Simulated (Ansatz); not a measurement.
# Ta: the cost of one run

Program: Ansatz 0.2.0. Level of theory: DFT PBEsol, scalar-relativistic, plane waves, PAW. These are calculated values, not measurements.

## 1. The structure to begin with

It takes space group Im-3m (No. 229, cubic). Conventional cell: a = 3.310 Å, b = 3.310 Å, c = 3.310 Å, α = 90.00°, β = 90.00°, γ = 90.00°. Ta (site symmetry m-3m) has 8 Ta at 2.87 Å as nearest neighbours.

As a file:

```
CELL_PARAMETERS angstrom
-1.65500 1.65500 1.65500
1.65500 -1.65500 1.65500
1.65500 1.65500 -1.65500
ATOMIC_POSITIONS crystal
Ta 0.00000 0.00000 0.00000
```

## 2. Relaxing cell and atoms: Ta, no spin

Contents of input.yaml:

```yaml
crystal:
  lattice:
    - [-1.655, 1.655, 1.655]
    - [1.655, -1.655, 1.655]
    - [1.655, 1.655, -1.655]
  atoms:
    - { symbol: Ta, position: [0.0, 0.0, 0.0] }
scf:
  occupations: { method: gaussian, width: 0.3 }
output:
  forces: true
  stress: true
  eigenvalues: true
hamiltonian:
  xc: pbesol
kpoints:
  mp_grid: { grid: [32, 32, 32] }
relax:
  f_tol: 0.005
  max_steps: 60
  cell: { stress_tol: 0.02 }
```

Run with:

```
> ansatz run input.yaml --threads 2 --pin off --max-ram 8192MiB --backend cpu --events-out ev --progress --plain --runs-dir out
```

Q: Estimate wall time and peak memory on 2 threads of Arm Neoverse V2, shared host.

About 22 s, with a peak of 0.49 GiB.
